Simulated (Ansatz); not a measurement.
# BrClFGa: one species, many methods

The task here is to estimate one member of a computed series from the others.

Program: Ansatz 0.2.0, Gaussian basis. Level of theory: functionals in def2-TZVPP, the program's frozen cores in correlated methods. These are calculated values, not measurements.

Plan: LDA (SPW92), PBE-D4, revPBE-D4, BLYP-D4, r2SCAN-D4, B97M-V, PBE0-D4, B3LYP-D4, r2SCANh-D4, r2SCAN0-D4, HSE06-D4, BHLYP-D4, CAM-B3LYP-D4, LC-ωPBE, ωB97X-V, ωB97M-V, B2PLYP, PBE-QIDH; CCSD(T)/def2-SVP; CCSD(T)/def2-TZVPP; MP2/def2-QZVPP; extrapolation to the limit; RPA on PBE.

### The geometry

An earlier PBE0-D4 in a triple-zeta def2 set relaxation fixed the geometry.

SMILES `[F][Ga]([Cl])[Br]`, 4 atoms, charge 0, spin multiplicity 1.

Atoms are counted from 1 here; the program's logs count them from 0.

Bond lengths: F1–Ga2 1.735 Å, Ga2–Cl3 2.107 Å, Ga2–Br4 2.246 Å. Angles: F1–Ga2–Cl3 117.5°, F1–Ga2–Br4 118.6°, Cl3–Ga2–Br4 123.8°.

As a file:

```
F    -1.16874   -0.63984    1.23079
Ga   -0.03254   -0.03933    0.06534
Cl    1.99025   -0.57712    0.31011
Br   -0.78897    1.25629   -1.60624
```

Set-up of the first run:

File in.yaml:

```yaml
crystal:
  periodic: [false, false, false]
  atoms:
    - {symbol: F, position_ang: [-1.168744, -0.639843, 1.230793]}
    - {symbol: Ga, position_ang: [-0.032540, -0.039329, 0.065340]}
    - {symbol: Cl, position_ang: [1.990252, -0.577117, 0.310107]}
    - {symbol: Br, position_ang: [-0.788969, 1.256289, -1.606240]}
basis:
  gaussian: {orbitals: def2-TZVPP}
hamiltonian: {xc: lda}
output: {orbitals: {seedname: orbitals}}
```

Steps of the session up to this table: LDA; PBE-D4 (GGA); revPBE-D4 (GGA); BLYP-D4 (GGA); r2SCAN-D4 (meta-GGA); B97M-V (meta-GGA); PBE0-D4 (hybrid); B3LYP-D4 (hybrid); r2SCANh-D4 (hybrid); r2SCAN0-D4 (hybrid); HSE06-D4 (hybrid); BHLYP-D4 (hybrid); CAM-B3LYP-D4 (range-separated); LC-ωPBE-D4 (range-separated; the results give it without D4); ωB97X-V (range-separated); ωB97M-V (range-separated); B2PLYP (double hybrid); PBE-QIDH (double hybrid).

One table of the session follows, with a row left open; its other results are not shown here.

It belongs to the step «Frontier levels by functional». 

| functional | HOMO (eV) | LUMO (eV) | gap (eV) |
| --- | --- | --- | --- |
| LDA (SPW92) | -8.04 | -3.38 | 4.66 |
| PBE-D4 | -7.86 | -3.03 | 4.83 |
| revPBE-D4 | -7.80 | -2.89 | 4.90 |
| BLYP-D4 | ? | ? | ? |
| r2SCAN-D4 | -8.22 | -2.77 | 5.46 |
| B97M-V | -8.28 | -2.81 | 5.47 |
| PBE0-D4 | -9.20 | -2.10 | 7.11 |
| B3LYP-D4 | -8.92 | -2.44 | 6.48 |
| r2SCANh-D4 | -8.71 | -2.43 | 6.28 |
| r2SCAN0-D4 | -9.44 | -1.94 | 7.50 |
| HSE06-D4 | -8.80 | -2.47 | 6.33 |
| BHLYP-D4 | -10.36 | -1.20 | 9.17 |
| CAM-B3LYP-D4 | -10.54 | -1.15 | 9.39 |
| LC-ωPBE | -11.96 | 0.19 | 12.15 |
| ωB97X-V | -11.58 | 0.03 | 11.61 |
| ωB97M-V | -11.43 | -0.14 | 11.29 |

Estimate the missing values for BLYP-D4.

Worked estimate for «HOMO (eV)». Against the share of exact exchange, B3LYP-D4 (0.2, -8.92), BHLYP-D4 (0.5, -10.36) give a slope of -4.80 per unit share; at 0 the line stands at -7.96.

**Answer.** HOMO (eV): -7.68; LUMO (eV): -3.01; gap (eV): 4.67. In «HOMO (eV)» the line misses by -0.28.
